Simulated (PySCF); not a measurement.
# IO₃: a ladder of methods

Aim: at the PBE0 minimum of doublet IO₃, found before, compare methods on energies and levels.

Program: PySCF 2.14.0. Level of theory: several methods, basis I def2-SVP with ECP28, O def2-SVP, scalar-relativistic core potentials, no spin–orbit coupling, density fitting. These are calculated values, not measurements.

## (1) Starting geometry

4 atoms, charge 0, spin multiplicity 2.

Bond lengths: I1–O2 1.820 Å, I1–O3 1.820 Å, I1–O4 1.820 Å. Angles: O2–I1–O3 111.5°, O2–I1–O4 111.5°, O3–I1–O4 111.5°.

```xyz
4
charge 0 multiplicity 2
I     0.0000    0.0000   -0.1486
O     1.7370    0.0000    0.3948
O    -0.8685    1.5043    0.3948
O    -0.8685   -1.5043    0.3948
```

## (2) Density, ELF and potential

The plane holds I1 at (0.00, 0.00), O2 at (1.82, 0.00), O3 at (-0.67, 1.69) Å. Columns run from x = -2.55 to 4.05 Å, rows from y = 4.05 (top) to -1.95 Å, in steps of 0.3 Å. Electrons inside core potentials are absent.

Density (cut at 5 e/Å³):

Ten steps from '0' (0.000 e/Å³) to '9' (5.000 e/Å³), finer at the low end (step k begins (100^(k/10) - 1)/99 of the way up):
```
00000000000000000000000
00000000000000000000000
00000000000000000000000
00000000000000000000000
00001122110000000000000
00012444321000000000000
00124677642000000000000
00136999852100000000000
00147999853100000000000
00136899753211111000000
00124677654333332100000
00023466776545665310000
00013469999667997520000
00013579999778999631000
00013579999778999631000
00012469999667997520000
00012356776545665310000
00001244554333332100000
00001123332211111000000
00000111111000000000000
00000000000000000000000
```

ELF (0 where the density is under 0.005 e/Å³):

Ten even steps from '0' (0.00) to '9' (0.97):
```
00000000000000000000000
00000000000000000000000
00000000000000000000000
00000011110000000000000
00011234432000000000000
00124677754100000000000
01357888875200000000000
02478816985100000000000
02589891874100011000000
02578845753101344210000
00356776544323676420000
00123442122446888631000
00012423773257888741000
00013427227157118741000
00014427227157018841000
00013533773247899741000
00012553222436898631000
00001355544323676420000
00000123443212344210000
00000011221100111000000
00000000000000000000000
```

Spin density:

Ten even steps from '0' (-0.04 e/Å³) to '9' (0.72 e/Å³):
```
00000000000000000000000
00000000000000000000000
00000000000000000000000
00000000000000000000000
00000000000000000000000
00000010000000000000000
00000122100000000000000
00000175100000000000000
00000020000000000000000
00000273000000000000000
00000121000000000000000
00000000000000000000000
00000000000000022100000
00000000000002194100000
00000000000014912100000
00000000000002200000000
00000000000000000000000
00000000000000000000000
00000000000000000000000
00000000000000000000000
00000000000000000000000
```

Values on the line from I1 (at 0) through O2 (at 1.820 Å):

| distance (Å) | density (e/Å³) | ELF | electrostatic potential (V) | spin density (e/Å³) |
| --- | --- | --- | --- | --- |
| 0.73 | 1.98 | 0.195 | 57.8 | -0.0159 |
| 0.91 | 1.18 | 0.299 | 32.8 | -0.000836 |
| 1.09 | 1.45 | 0.622 | 24.7 | 0.0549 |
| 1.27 | 2.39 | 0.702 | 34.7 | 0.167 |
| 1.46 | 4.24 | 0.419 | 85.9 | 0.391 |
| 1.64 | 14.5 | 0.135 | 305 | 0.596 |
| 1.91 | 141 | 0.981 | 820 | 0.433 |
| 2.09 | 6.35 | 0.188 | 148 | 0.49 |
| 2.28 | 3.19 | 0.772 | 43.7 | 0.225 |
| 2.46 | 1.36 | 0.817 | 13.7 | 0.0916 |
| 2.64 | 0.526 | 0.721 | 3.92 | 0.0362 |
| 2.82 | 0.196 | 0.515 | 0.665 | 0.0142 |

Making the fields ran for 1 s (2 threads of INTEL XEON PLATINUM 8581C at 2.30GHz (Emerald Rapids), shared host).

## (3) PBE0

One driver script runs all steps and calls PySCF; scf.py shows the equivalent input of each level. Each SCF starts from the density of the minimum. The driver also runs the species with one electron less or more at the same geometry; their logs are not shown.

scf.py

```python
from pyscf import gto, scf, dft
mol = gto.M(atom='''
I      0.000000     0.000000    -0.148634
O      1.737030     0.000003     0.394831
O     -0.868518     1.504310     0.394831
O     -0.868512    -1.504314     0.394831''',
    basis={'I': 'def2-SVP', 'O': 'def2-SVP'},
    ecp={'I': 'def2-SVP'},
    charge=0, spin=1)
mf = dft.UKS(mol, xc='PBE0')
mf.grids.atom_grid = (75, 302)
aux = {'I': 'def2-universal-JKFIT', 'O': 'def2-universal-JKFIT'}
mf = mf.density_fit(auxbasis=aux)
mf.conv_tol = 1e-08
mf.diis_space = 10
mf.max_cycle = 60
mf.verbose = 4
mf.kernel()
```

Command:

```sh
$ OMP_NUM_THREADS=2 python axn.py task.json out
```

The log of the run:

```text
init E= -522.652940674705
[... the frontier-level lines of each cycle are left out ...]
cycle= 1 E= -522.652940674232  delta_E= 4.73e-10  |g|= 4.33e-05  |ddm|= 5.97e-05
Extra cycle  E= -522.652940670383  delta_E= 3.85e-09  |g|= 0.000104  |ddm|= 0.000122
converged SCF energy = -522.652940670383  <S^2> = 0.77628218  2S+1 = 2.0261117
```

This level, with the species of one electron less or more, took 1.9 s.

| Quantity | Value |
| --- | --- |
| energy | -522.652941 Eh |
| one electron less (charge +1) | -522.228955 Eh (triplet, ⟨S²⟩ 2.06) |
| one electron more (charge -1) | -522.787801 Eh (singlet, ⟨S²⟩ 0.00) |
| Mulliken charge of I1 | +1.47 e |

## (4) HF

scf.py: that of step 3 with these lines changed.

```diff
@@ -10,2 +10 @@
-mf = dft.UKS(mol, xc='PBE0')
-mf.grids.atom_grid = (75, 302)
+mf = scf.UHF(mol)
```

The log of the run:

```text
init E= -520.601795405004
[... the frontier-level lines of each cycle are left out ...]
cycle= 1 E= -520.642506257459  delta_E= -0.0407  |g|= 0.0799  |ddm|= 0.37
cycle= 2 E= -520.648622555827  delta_E= -0.00612  |g|= 0.0435  |ddm|= 0.144
cycle= 3 E= -520.650413070635  delta_E= -0.00179  |g|= 0.0254  |ddm|= 0.0614
cycle= 4 E= -520.651589783952  delta_E= -0.00118  |g|= 0.0107  |ddm|= 0.0697
cycle= 5 E= -520.651849545205  delta_E= -0.00026  |g|= 0.00443  |ddm|= 0.0358
cycle= 6 E= -520.651899217003  delta_E= -4.97e-05  |g|= 0.00184  |ddm|= 0.0171
cycle= 7 E= -520.651910182782  delta_E= -1.1e-05  |g|= 0.000835  |ddm|= 0.00806
cycle= 8 E= -520.651912836351  delta_E= -2.65e-06  |g|= 0.00029  |ddm|= 0.00448
cycle= 9 E= -520.651913079972  delta_E= -2.44e-07  |g|= 0.000181  |ddm|= 0.00123
cycle= 10 E= -520.651913122893  delta_E= -4.29e-08  |g|= 8.52e-05  |ddm|= 0.000382
cycle= 11 E= -520.651913140729  delta_E= -1.78e-08  |g|= 3.18e-05  |ddm|= 0.000305
cycle= 12 E= -520.651913143645  delta_E= -2.92e-09  |g|= 1.75e-05  |ddm|= 0.000114
Extra cycle  E= -520.65191314422  delta_E= -5.75e-10  |g|= 1.32e-05  |ddm|= 3.22e-05
converged SCF energy = -520.65191314422  <S^2> = 0.92350181  2S+1 = 2.1665658
```

This level, with the species of one electron less or more, took 0.7 s.

| Quantity | Value |
| --- | --- |
| energy | -520.651913 Eh |
| one electron less (charge +1) | -520.313476 Eh (triplet, ⟨S²⟩ 2.14) |
| one electron more (charge -1) | -520.784709 Eh (singlet, ⟨S²⟩ 0.00) |
| Mulliken charge of I1 | +1.82 e |

## (5) PBE

scf.py: that of step 4 with these lines changed.

```diff
@@ -10 +10,2 @@
-mf = scf.UHF(mol)
+mf = dft.UKS(mol, xc='PBE')
+mf.grids.atom_grid = (75, 302)
```

The log of the run:

```text
init E= -522.680220315591
[... the frontier-level lines of each cycle are left out ...]
cycle= 1 E= -522.684484818906  delta_E= -0.00426  |g|= 0.062  |ddm|= 0.253
cycle= 2 E= -522.674347192097  delta_E= 0.0101  |g|= 0.163  |ddm|= 0.231
cycle= 3 E= -522.686536359214  delta_E= -0.0122  |g|= 0.0117  |ddm|= 0.148
cycle= 4 E= -522.68659958348  delta_E= -6.32e-05  |g|= 0.00245  |ddm|= 0.0166
cycle= 5 E= -522.686590768918  delta_E= 8.81e-06  |g|= 0.005  |ddm|= 0.0057
cycle= 6 E= -522.686602085475  delta_E= -1.13e-05  |g|= 0.000756  |ddm|= 0.00507
cycle= 7 E= -522.686602373969  delta_E= -2.88e-07  |g|= 8.52e-05  |ddm|= 0.000846
cycle= 8 E= -522.686602366655  delta_E= 7.31e-09  |g|= 0.000163  |ddm|= 0.000219
cycle= 9 E= -522.686602377439  delta_E= -1.08e-08  |g|= 5.67e-05  |ddm|= 0.000194
cycle= 10 E= -522.686602378966  delta_E= -1.53e-09  |g|= 2.53e-06  |ddm|= 5.34e-05
Extra cycle  E= -522.686602378962  delta_E= 3.64e-12  |g|= 4.43e-06  |ddm|= 6.95e-06
converged SCF energy = -522.686602378962  <S^2> = 0.75561084  2S+1 = 2.005603
```

This level, with the species of one electron less or more, took 5 s.

| Quantity | Value |
| --- | --- |
| energy | -522.686602 Eh |
| one electron less (charge +1) | -522.277796 Eh (triplet, ⟨S²⟩ 2.02) |
| one electron more (charge -1) | -522.804471 Eh (singlet, ⟨S²⟩ 0.00) |
| Mulliken charge of I1 | +1.31 e |

## (6) B3LYP

scf.py: that of step 5 with these lines changed.

```diff
@@ -10 +10 @@
-mf = dft.UKS(mol, xc='PBE')
+mf = dft.UKS(mol, xc='B3LYP')
```

The log of the run:

```text
init E= -522.968416185052
[... the frontier-level lines of each cycle are left out ...]
cycle= 1 E= -522.968708447645  delta_E= -0.000292  |g|= 0.042  |ddm|= 0.08
cycle= 2 E= -522.966685646171  delta_E= 0.00202  |g|= 0.0812  |ddm|= 0.0953
cycle= 3 E= -522.96939316764  delta_E= -0.00271  |g|= 0.0048  |ddm|= 0.0691
cycle= 4 E= -522.969404691262  delta_E= -1.15e-05  |g|= 0.000322  |ddm|= 0.00677
cycle= 5 E= -522.969404707701  delta_E= -1.64e-08  |g|= 0.000534  |ddm|= 0.00103
cycle= 6 E= -522.969404807605  delta_E= -9.99e-08  |g|= 0.000266  |ddm|= 0.000621
cycle= 7 E= -522.969404842501  delta_E= -3.49e-08  |g|= 2.88e-05  |ddm|= 0.000287
cycle= 8 E= -522.969404843171  delta_E= -6.7e-10  |g|= 9.31e-06  |ddm|= 4.83e-05
Extra cycle  E= -522.969404843142  delta_E= 2.98e-11  |g|= 1.53e-05  |ddm|= 2.64e-05
converged SCF energy = -522.969404843142  <S^2> = 0.77074143  2S+1 = 2.020635
```

This level, with the species of one electron less or more, ran for 4.2 s (2 threads of INTEL XEON PLATINUM 8581C at 2.30GHz (Emerald Rapids), shared host).

```
energy                        : -522.969405 Eh
one electron less (charge +1) : -522.545786 Eh (triplet, ⟨S²⟩ 2.05)
one electron more (charge -1) : -523.100429 Eh (singlet, ⟨S²⟩ 0.00)
Mulliken charge of I1         : +1.44 e
```

## (7) r2SCAN

scf.py: that of step 6 with these lines changed.

```diff
@@ -10,2 +10,2 @@
-mf = dft.UKS(mol, xc='B3LYP')
-mf.grids.atom_grid = (75, 302)
+mf = dft.UKS(mol, xc='R2SCAN')
+mf.grids.atom_grid = (90, 434)
```

The log of the run:

```text
init E= -522.903092735886
[... the frontier-level lines of each cycle are left out ...]
cycle= 1 E= -522.90509104315  delta_E= -0.002  |g|= 0.0202  |ddm|= 0.116
cycle= 2 E= -522.904390202997  delta_E= 0.000701  |g|= 0.0447  |ddm|= 0.072
cycle= 3 E= -522.905318048367  delta_E= -0.000928  |g|= 0.00446  |ddm|= 0.043
cycle= 4 E= -522.905325987223  delta_E= -7.94e-06  |g|= 0.000818  |ddm|= 0.00524
cycle= 5 E= -522.905324523741  delta_E= 1.46e-06  |g|= 0.00198  |ddm|= 0.00226
cycle= 6 E= -522.905326270717  delta_E= -1.75e-06  |g|= 0.00044  |ddm|= 0.00207
cycle= 7 E= -522.905326371752  delta_E= -1.01e-07  |g|= 4.15e-05  |ddm|= 0.00051
cycle= 8 E= -522.905326372799  delta_E= -1.05e-09  |g|= 2.03e-05  |ddm|= 6.86e-05
Extra cycle  E= -522.905326368306  delta_E= 4.49e-09  |g|= 0.0001  |ddm|= 0.000105
converged SCF energy = -522.905326368306  <S^2> = 0.76515534  2S+1 = 2.0150983
```

This level, with the species of one electron less or more, took 14 s.

- energy: -522.905326 Eh
- one electron less (charge +1): -522.484045 Eh (triplet, ⟨S²⟩ 2.03)
- one electron more (charge -1): -523.032880 Eh (singlet, ⟨S²⟩ 0.00)
- Mulliken charge of I1: +1.43 e

## (8) TPSSh

scf.py: that of step 7 with these lines changed.

```diff
@@ -10 +10 @@
-mf = dft.UKS(mol, xc='R2SCAN')
+mf = dft.UKS(mol, xc='TPSSH')
```

The log of the run:

```text
init E= -522.803268897246
[... the frontier-level lines of each cycle are left out ...]
cycle= 1 E= -522.804599430752  delta_E= -0.00133  |g|= 0.0128  |ddm|= 0.0847
cycle= 2 E= -522.804606109835  delta_E= -6.68e-06  |g|= 0.0127  |ddm|= 0.034
cycle= 3 E= -522.804664318707  delta_E= -5.82e-05  |g|= 0.00797  |ddm|= 0.0208
cycle= 4 E= -522.804689605924  delta_E= -2.53e-05  |g|= 0.00109  |ddm|= 0.00673
cycle= 5 E= -522.804689229594  delta_E= 3.76e-07  |g|= 0.00144  |ddm|= 0.00185
cycle= 6 E= -522.804690087034  delta_E= -8.57e-07  |g|= 0.00047  |ddm|= 0.00153
cycle= 7 E= -522.804690203479  delta_E= -1.16e-07  |g|= 3.54e-05  |ddm|= 0.000552
cycle= 8 E= -522.804690204298  delta_E= -8.19e-10  |g|= 1.54e-05  |ddm|= 5.87e-05
Extra cycle  E= -522.804690203473  delta_E= 8.25e-10  |g|= 4.63e-05  |ddm|= 5.41e-05
converged SCF energy = -522.804690203473  <S^2> = 0.76712906  2S+1 = 2.0170563
```

This level, with the species of one electron less or more, took 12 s.

- energy: -522.804690 Eh
- one electron less (charge +1): -522.384765 Eh (triplet, ⟨S²⟩ 2.04)
- one electron more (charge -1): -522.930617 Eh (singlet, ⟨S²⟩ 0.00)
- Mulliken charge of I1: +1.43 e

## (9) r2SCANh

scf.py: that of step 8 with these lines changed.

```diff
@@ -10 +10 @@
-mf = dft.UKS(mol, xc='TPSSH')
+mf = dft.UKS(mol, xc='HYB_MGGA_XC_R2SCANH')
```

The log of the run:

```text
init E= -522.862479719831
[... the frontier-level lines of each cycle are left out ...]
cycle= 1 E= -522.863050668287  delta_E= -0.000571  |g|= 0.00433  |ddm|= 0.0544
cycle= 2 E= -522.863061054913  delta_E= -1.04e-05  |g|= 0.00245  |ddm|= 0.0119
cycle= 3 E= -522.86306363025  delta_E= -2.58e-06  |g|= 0.00134  |ddm|= 0.00441
cycle= 4 E= -522.863064216387  delta_E= -5.86e-07  |g|= 0.000764  |ddm|= 0.0018
cycle= 5 E= -522.863064190286  delta_E= 2.61e-08  |g|= 0.000847  |ddm|= 0.00124
cycle= 6 E= -522.863064509208  delta_E= -3.19e-07  |g|= 0.00018  |ddm|= 0.000824
cycle= 7 E= -522.863064528658  delta_E= -1.94e-08  |g|= 3.06e-05  |ddm|= 0.000264
cycle= 8 E= -522.863064529467  delta_E= -8.09e-10  |g|= 7.65e-06  |ddm|= 5.89e-05
Extra cycle  E= -522.863064529454  delta_E= 1.25e-11  |g|= 1.19e-05  |ddm|= 2.01e-05
converged SCF energy = -522.863064529454  <S^2> = 0.77396571  2S+1 = 2.0238238
```

This level, with the species of one electron less or more, took 11 s.

```
energy                        : -522.863065 Eh
one electron less (charge +1) : -522.438472 Eh (triplet, ⟨S²⟩ 2.06)
one electron more (charge -1) : -522.995687 Eh (singlet, ⟨S²⟩ 0.00)
Mulliken charge of I1         : +1.47 e
```

## (10) B2PLYP

scf.py: that of step 9 with these lines changed.

```diff
@@ -10,2 +10,2 @@
-mf = dft.UKS(mol, xc='HYB_MGGA_XC_R2SCANH')
-mf.grids.atom_grid = (90, 434)
+mf = dft.UKS(mol, xc='0.53*HF + 0.47*B88, 0.73*LYP')
+mf.grids.atom_grid = (75, 302)
```

The log of the run:

```text
init E= -522.143823623251
[... the frontier-level lines of each cycle are left out ...]
cycle= 1 E= -522.149124860558  delta_E= -0.0053  |g|= 0.056  |ddm|= 0.173
cycle= 2 E= -522.148663752974  delta_E= 0.000461  |g|= 0.074  |ddm|= 0.132
cycle= 3 E= -522.150988480578  delta_E= -0.00232  |g|= 0.00681  |ddm|= 0.066
cycle= 4 E= -522.151070117733  delta_E= -8.16e-05  |g|= 0.00307  |ddm|= 0.0178
cycle= 5 E= -522.151089575141  delta_E= -1.95e-05  |g|= 0.000743  |ddm|= 0.0112
cycle= 6 E= -522.151090827973  delta_E= -1.25e-06  |g|= 0.000356  |ddm|= 0.00277
cycle= 7 E= -522.151090942556  delta_E= -1.15e-07  |g|= 0.000416  |ddm|= 0.000883
cycle= 8 E= -522.151091050309  delta_E= -1.08e-07  |g|= 7.46e-05  |ddm|= 0.000527
cycle= 9 E= -522.151091062675  delta_E= -1.24e-08  |g|= 1.31e-05  |ddm|= 0.000299
cycle= 10 E= -522.151091063035  delta_E= -3.59e-10  |g|= 3.7e-06  |ddm|= 5.1e-05
Extra cycle  E= -522.151091063048  delta_E= -1.34e-11  |g|= 2.31e-06  |ddm|= 7.14e-06
converged SCF energy = -522.151091063048  <S^2> = 0.81723696  2S+1 = 2.0661432
```

This level, with the species of one electron less or more, ran for 4.8 s (2 threads of INTEL XEON PLATINUM 8581C at 2.30GHz (Emerald Rapids), shared host).

* energy: -522.413391 Eh
* one electron less (charge +1): -521.980261 Eh (triplet, ⟨S²⟩ 2.08)
* one electron more (charge -1): -522.538899 Eh (singlet, ⟨S²⟩ 0.00)
* of which 0.27 × MP2-like term: -0.26230 Eh

## (11) The ladder

| level | atomisation energy (kJ/mol) | vertical ionisation energy (eV) | vertical electron affinity (eV) | −ε(HOMO) (eV) | gap (eV) | dipole (D) | wall time |
| --- | --- | --- | --- | --- | --- | --- | --- |
| PBE0 | 509 | 11.54 | 3.67 | 9.33 | 3.26 | 2.53 | 1.9 s |
| HF | -415 | 9.21 | 3.61 | 12.32 | 10.06 | 2.80 | 0.7 s |
| PBE | 753 | 11.12 | 3.21 | 7.48 | 0.75 | 2.32 | 5 s |
| B3LYP | 521 | 11.53 | 3.57 | 8.94 | 2.72 | 2.50 | 4.2 s |
| r2SCAN | – | 11.46 | 3.47 | 8.00 | 1.22 | 2.43 | 14 s |
| TPSSh | 547 | 11.43 | 3.43 | 8.40 | 1.98 | 2.42 | 12 s |
| r2SCANh | – | 11.55 | 3.61 | 8.67 | 2.18 | 2.50 | 11 s |
| B2PLYP | – | 11.79 | 3.42 | – | – | – | 4.8 s |

Times are for 2 threads of INTEL XEON PLATINUM 8581C at 2.30GHz (Emerald Rapids), shared host; PBE0 starts from its own converged density, so its time is not comparable. A dash stands where a species or a free atom was not run at that level, or the quantity is not defined.

Atomisation goes to high-spin atoms in their ground configurations, run at the same level, without zero-point energy.

## (12) Outcome

```
                         quantity                           value
        atomisation energy, range   -415 (HF) to 753 (PBE) kJ/mol
vertical ionisation energy, range  9.21 (HF) to 11.79 (B2PLYP) eV
vertical electron affinity, range    3.21 (PBE) to 3.67 (PBE0) eV
               orbital gap, range     0.75 (PBE) to 10.06 (HF) eV
```

In words: The atomisation energy spreads over 1167 kJ/mol, from HF to PBE; without a CCSD(T) value for it there is no yardstick here. Without diffuse functions electron affinities tend to come out too low. With an element this heavy the missing spin–orbit coupling can shift these numbers.
